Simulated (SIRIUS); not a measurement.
The system is HPbNO4.

```
CELL_PARAMETERS angstrom
4.27531 -0.00040 0.00636
-2.08399 5.20775 -0.04907
-2.12377 -1.86574 4.91491
ATOMIC_POSITIONS crystal
H 0.99073 0.03330 0.90994
Pb 0.50274 0.81989 0.14287
N 0.00838 0.47408 0.50265
O 0.99816 0.92741 0.02877
O 0.19467 0.73435 0.60852
O 0.81673 0.35882 0.24556
O 0.01381 0.33121 0.65217
```

The cell was built by a generator and needn't be a form met in nature.

* Program: SIRIUS 7.12.0
* Task: single point
* Functional: PBE
* Potentials or basis: PseudoDojo 0.4.1 PBE standard (scalar relativistic)
* Cutoff: 1152 eV
* Density cutoff: 4606 eV
* k mesh: 8 × 6 × 6
* Occupations: fermi-dirac, width 0.05 eV
* Spin: no spin polarisation

On this cell: pressure 0.0 GPa; largest force 0.210 eV/Å; band gap on the k mesh 2.79 eV.

The same run follows on a disturbed copy (atoms moved at random, drawn with an rms of 0.05 Å):

```
H Pb N O
1.0
     4.27531   -0.00040    0.00636
    -2.08399    5.20775   -0.04907
    -2.12377   -1.86574    4.91491
H Pb N O
1 1 1 4
Cartesian
  2.1747 -1.5632 4.5058
  0.1175 3.9633 0.6872
  -1.9727 1.5530 2.4492
  2.2871 4.7446 0.0830
  -2.0428 2.6346 2.9537
  2.2361 1.4521 1.1918
  -2.0702 0.4914 3.1756
```

Task: What changes?

Result: The energy moves by +34.3 meV/atom; pressure 2.5 GPa; largest force 4.069 eV/Å; band gap on the k mesh 2.89 eV.

Forces on the atoms (eV/Å):
```
H    0.047  1.232 -0.825
Pb   0.108  0.150  0.016
N   -1.794 -3.485 -1.093
O   -0.220 -1.262  0.863
O    0.572  3.585  1.749
O    0.612 -0.398 -0.420
O    0.675  0.177 -0.290
```

Stress tensor (GPa, compression positive):
```
-0.70 -0.49 -0.26
-0.49  6.00  2.00
-0.26  2.00  2.30
```

Caveats: spin-orbit coupling is left out, which as a rule narrows the gap of such compounds by several tenths of an eV.

A k mesh can miss the band edges.
